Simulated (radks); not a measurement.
# Rh in [Kr] 4d8 5s1: an all-electron calculation

An exercise on one series of results from a longer session: the logs are not shown, and one member is left open.

The numbers are computed with radks (a radial shooting solver on a logarithmic mesh, Libxc functionals) version 1 (Dirac Kohn-Sham, OLYP, spin-unpolarised, spherical densities, point nucleus; open shells fill j = l - 1/2 first), except any that are marked as measured or tabulated.

**The system**

| Item | Value |
| --- | --- |
| element | rhodium (Z = 45) |
| charge | 0 |
| electrons | 45 |
| configuration | [Kr] 4d8 5s1 |

Set-up of the first run:

Settings of this run:

```text
Z 45
configuration [Kr] 4d8 5s1 5p0 6s0 4f0 5d0
relativity Dirac
functional optx,lyp
spin unpolarised
j_filling energy
nucleus point
c 137.035999084
```

On the command line:

```
$ python run_ks.py task.json out
```

This one command runs every case of the session in turn.

One table of the session follows, with a row left open; its other results are not shown here.

It belongs to the step «Radial structure». Radial moments (bohr):

```
level      <r>  outermost maximum (interpolated)  90 % within  nodes
1s1/2  0.03263                            0.0212       0.0585      0
2s1/2   0.1416                             0.120        0.219      1
2p1/2   0.1203                            0.0929        0.197      0
2p3/2   0.1252                            0.0970        0.203      0
3s1/2   0.3902                             0.352        0.576      2
3p1/2   0.3827                             0.338        0.578      1
3p3/2   0.3934                             0.348        0.593      1
3d3/2        ?                                 ?            ?      ?
3d5/2   0.3712                             0.292        0.589      0
4s1/2   0.9805                             0.881         1.43      3
4p1/2    1.061                             0.928         1.57      2
4p3/2    1.092                             0.953         1.62      2
4d3/2    1.561                              1.14         2.55      1
4d5/2    1.588                              1.15         2.60      1
5s1/2    3.403                              2.65         5.29      4
5p1/2    5.942                              4.32         9.56      3
```

Estimate the missing values for 3d3/2.

The run gave: <r>: 0.3677; outermost maximum (interpolated): 0.289; 90 % within: 0.584; nodes: 0. In the column «<r>» it lies between 2s1/2 (0.1416) and 3d5/2 (0.3712).

Caveats from the session: Spin polarisation and multiplet splitting are left out.
